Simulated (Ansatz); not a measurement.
Crystal: GaB.

```
Ga B
1.0
     2.71824    0.00000    0.00000
     0.00000    2.71824    0.00000
     0.00000    0.00000    3.23621
Ga B
1 1
Direct
  0.50000 0.50000 0.50000
  0.00000 0.00000 0.00000
```

The cell was built by a generator and needn't be a form met in nature.

Below is the output of Ansatz 0.2.0 for this cell. Logs are shortened: lines on timing, memory, paths and dates and some standing lists are left out, and cuts for length are marked.

```text
Warning: output.stress: scf.convergence.dr2_threshold = 1e-7 eV (the SCF's general default) is looser than the 2e-10 eV advised for a printed stress (1e-10 eV for each atom of the cell: 2). What an SCF threshold leaves in a stress goes as its square root, and in the free energy as the threshold itself, and one threshold admits the most on a small cell: of the crystals measured, under no hybrid functional and no lock of the moments, on runs that ended without the residual-converged pass, on stresses that held no estimate of that error, the worst erred by over 100 MPa in a component at 1e-7 eV an atom and by under 5 at 1e-10. Set scf.convergence.dr2_threshold to 2e-10 eV or tighter. The threshold is an SCF's pass mark: one that does not reach it within its budget of iterations ends unconverged, or closes short of it on a stop that the run arms, and scf.convergence.dr2_threshold's page says what that costs each kind of run
Warning: output.stress: scf.exx.energy_threshold = 1e-6 eV is looser than the 2e-8 eV advised for a stress under a hybrid functional (1e-8 eV for each atom of the cell: 2). Every SCF of the exchange loop can meet its threshold on dr2 while the loop round them stops early: no threshold on dr2 bounds what that leaves in the stress. Set scf.exx.energy_threshold to 2e-8 eV or tighter. The threshold is the loop's pass mark: a loop that does not reach it within its budget of cycles ends unconverged, and scf.exx.energy_threshold's page has the law
Warning: RAYON_NUM_THREADS=2 ignored (pool sized by the plan → 2); use --threads N
Engine: ansatz 0.2.0, x86_64-unknown-linux-gnu
Pseudopotentials: kind: paw
Pseudopotential: Ga, paw, valence charge 13, recommended cutoff 500 eV (meta_gga), Ga.paw.azcp
Pseudopotential: B, paw, valence charge 3, recommended cutoff 500 eV (meta_gga), B.paw.azcp
Functional definition: r2SCAN0
  parameter a = 0.25
  parameter k0 = 0.174
  parameter k1 = 0.065
  parameter a1 = 4.9479
  exchange = (1 - a)*r2scan_x(k0 = k0, k1 = k1, a1 = a1) + a*exact_x
  correlation = r2scan_c
Crystal: 2 atoms, lattice volume = 23.912 Å³
Basis set: ecut = 500 eV, 599 PW (Γ), exchange–correlation on 80×80×96 points (64 copies of the dense FFT grid, shifted against one another)
Bands: 12, of which v1, the nominal top of the filled ones, is band 8 counted from 1 (7 counted from 0)
Symmetry: 16 space group operations
Space group: P4/mmm (ITA 123), of the structure as read, at distance tolerance 2.9e-5 Å
k-points: 30 of 180
Non-local potential: Ga, projectors of the file, l = 0: 2, l = 1: 2, l = 2: 3, l = 3: 1
Non-local potential: B, projectors of the file, l = 0: 2, l = 1: 2, l = 2: 1
PAW form: soft (Blöchl's): semilocal exchange-correlation on the pseudo side does not see the compensation charge
PAW frozen core: Ga, regenerated for the run's functional, and the local potential with it (the file was generated under x = pbe(κ = 0.804, μ = 0.2195149727645171), c = pbe(β = 0.06672455060314922))
PAW frozen core: B, regenerated for the run's functional, and the local potential with it (the file was generated under x = pbe(κ = 0.804, μ = 0.2195149727645171), c = pbe(β = 0.06672455060314922))
PAW one-centre angular grid: Ga, 590 points (default); XC on 160 Gauss nodes
PAW one-centre angular grid: B, 302 points (default); XC on 160 Gauss nodes
Initial density: superposition of atomic densities (neutral atoms: chi_scale 0, normalization atom), corrected by the library's trained network
Initial wavefunctions: pseudopotential atomic-orbital guess
[... 46 lines left out ...]
Frozen-core exchange: fock
Harris-Foulkes:  -3942.821650 eV  (|F-HF|=3.70e-9)
Internal energy: -3942.819080 eV  (E = F + TS)
E sigma→0 (E₀):  -3942.820365 eV
Entropy (-TS):   -0.002570 eV (-1.285 meV/atom)
Fermi energy:    11.419003 eV
--- Per-component energies (eV) ---
  E_band       = -49.530613
  E_kinetic    = 154.192195
  E_local      = -1823.317745  (includes V_loc(G=0)·N_el)
  E_nonlocal   = 442.445242
  E_hartree    = 871.157132
  E_xc         = -71.181518
  E_vxc        = -74.848024  (∫ρ·V_xc dr)
  E_exx        = -59.066072  (= α·E_x^exact, valence–valence)
  E_paw        = -2045.749475  (= ΣΔE_a)
  E_vpaw       = -375.486820  (= ΣTr[D̂ρ^β])
  E_aug_tail   = -0.000043  (compensation charges beyond the density's cutoff)
  E_vtau       = 3.302216  (kinetic-family band-sum trace: ∫τ·v_τ [+ j·A + Jᵃ·Aᵃ] dr)
  E_ewald      = -1410.889103
  E_core_change = -0.409693  (= ΣΔE_core)
  E_smearing   = -0.002570  (= −TS)
  E_closure    = -0.000000  (closes the sum)
  Σ components = -3942.821650   (vs F -3942.821650, Δ=0.00e0)
--- Forces (eV/Å), atoms counted from 1 ---
  atom   1  Ga     0.00000000     0.00000000     0.00000000
  atom   2  B     -0.00000000    -0.00000000     0.00000000
  max |Σ_I F_I| component: 6.41e-31 eV/Å
--- Stress (GPa, compression-positive) ---
       -4.128149       0.000000       0.000000
        0.000000      -4.128149       0.000000
        0.000000       0.000000      -4.593700
  P = ⅓ Tr σ = -4.2833 GPa (-42.833 kbar)
--- Band table (eV; the first three rows and the last of 30) ---
  k-point 0: bands = ["-8.0602", "-7.9090", "-7.6169", "-7.6169", "-7.5495", "-4.9509", "8.6614", "13.8319", "14.8732", "14.8732", "21.6419", "21.6509"]
  k-point 1: bands = ["-8.0558", "-7.8804", "-7.6322", "-7.6322", "-7.5487", "-4.3221", "4.9937", "15.4320", "15.4320", "17.6662", "22.2277", "22.4586"]
  k-point 2: bands = ["-8.0487", "-7.8390", "-7.6570", "-7.6570", "-7.5473", "-2.4239", "0.7246", "16.6842", "16.6842", "20.7634", "22.9189", "22.9189"]
  k-point 29: bands = ["-7.9952", "-7.8786", "-7.8786", "-7.5334", "-7.3955", "7.8196", "8.2927", "8.2927", "10.9258", "11.9436", "12.6515", "12.6515"]
```

Question: What input gives this log?

Answer: Single point with r2SCAN0, no spin polarisation. The files as run (others can give the same):

input.yaml
```yaml
crystal:
  lattice:
    - [2.71824, 0.0, 0.0]
    - [0.0, 2.71824, 0.0]
    - [0.0, 0.0, 3.23621]
  atoms:
    - { symbol: Ga, position: [0.5, 0.5, 0.5] }
    - { symbol: B, position: [0.0, 0.0, 0.0] }
hamiltonian:
  xc: r2scan0
  pseudopotentials: { kind: paw }
kpoints:
  mp_grid: { grid: [6, 6, 5] }
scf:
  occupations: { method: fermi_dirac, width: 0.05 }
output:
  forces: true
  stress: true
  eigenvalues: true
```

Potentials or basis: Ansatz PAW.
The run is started by
```bash
$ ansatz run input.yaml --threads 2 --pin off --max-ram 5632MiB --backend cpu --events-out ev --progress --plain --runs-dir out
```

Caveat: the k mesh is coarse (spacing up to 0.39 Å⁻¹), so the values aren't converged, least of all with exact exchange; the PAW data sets come from PBE, with cores solved anew for the run's functional, which leaves a small shift of forces and pressure; the thresholds are loose for stress.
